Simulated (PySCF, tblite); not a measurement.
# C6H6O2+ (doublet): geometry, infrared bands and EPR parameters

What infrared bands and EPR parameters should C6H6O2+ (doublet) (`CC(=O)[C@@H]1[CH+][C]1C=O`) show?

The runs use tblite 0.8.0 and PySCF 2.14.0, with density-fitted response routines of our own; the level of theory stands in each step. All values are computed, except where a source is named. Atoms are numbered from 0 throughout.

### Step 1. Starting geometry

14 atoms, charge 1, multiplicity 2; geometry from: force field or distance geometry start.

Bonds of the start (Å): C0–C1 1.50, C1–O2 1.23, C1–C3 1.47, C3–C4 1.51, C4–C5 1.51, C5–C6 1.51, C6–O7 1.23, C5–C3 1.51, C0–H8 1.11, C0–H9 1.12, C0–H10 1.09, C3–H11 1.10, C4–H12 1.08, C6–H13 1.07.

### Step 2. Optimising the geometry with GFN2-xTB

The job: settings as JSON, then the geometry in Å.

```
{"job": {"kind": "relax", "xc": "GFN2-xTB", "basis": "xTB"}, "charge": 1, "multiplicity": 2}
C      2.330900     0.492600    -0.135300
C      1.182600    -0.465500    -0.195600
O      1.341600    -1.645700    -0.494400
C     -0.170600    -0.002000     0.141300
C     -0.988400    -1.057300     0.841500
C     -1.374900    -0.605200    -0.544800
C     -2.574400     0.306100    -0.514800
O     -2.483200     1.350900     0.134800
H      2.179800     1.193200    -0.978300
H      2.276100     1.045500     0.839600
H      3.289200    -0.021700    -0.185800
H     -0.279600     1.049800     0.430200
H     -1.247500    -1.715300     1.661100
H     -3.482400     0.074100    -1.021800
```

Launch:

```bash
OMP_NUM_THREADS=1 python probes_run.py task.json out
```

The driver reads the jobs from task.json and runs them one after another.

**Question.** This job is followed by: GFN2-xTB harmonic vibrations, gas phase; UKS B3LYP, pcH-1 on C H O, non-relativistic, mean-field spin-orbit, GIAO. What will the session give for the following? strongest single infrared mode (GFN2-xTB); zero-point energy (GFN2-xTB); g(iso) (B3LYP); ⟨S²⟩; largest a(iso) (averaged by class).

The runs gave:

| quantity | value |
| --- | --- |
| strongest single infrared mode (GFN2-xTB) | 1919 cm⁻¹, 447 km/mol |
| zero-point energy (GFN2-xTB) | 60.9 kcal/mol |
| g(iso) (B3LYP) | 2.00223 |
| ⟨S²⟩ | 0.758 (exact 0.75) |
| largest a(iso) (averaged by class) | 1H on H13, 284.6 MHz |

Over 135 steps the energy fell by 2.058 eV; of the close pairs, C4–C5 changed most, 1.509 to 1.330 Å. All 36 modes are real, so the xTB geometry is a minimum. The strongest single mode, at 1919 cm⁻¹, moves mainly C6 and O7. GFN2-xTB is a fitted tight-binding method: band positions and strengths are rough. Its intensities can rank the bands wrongly. The largest spin populations lie on O2 (0.30 e), O7 (0.24 e). The isotropic g lies 0.1 ppt below the free-electron value.
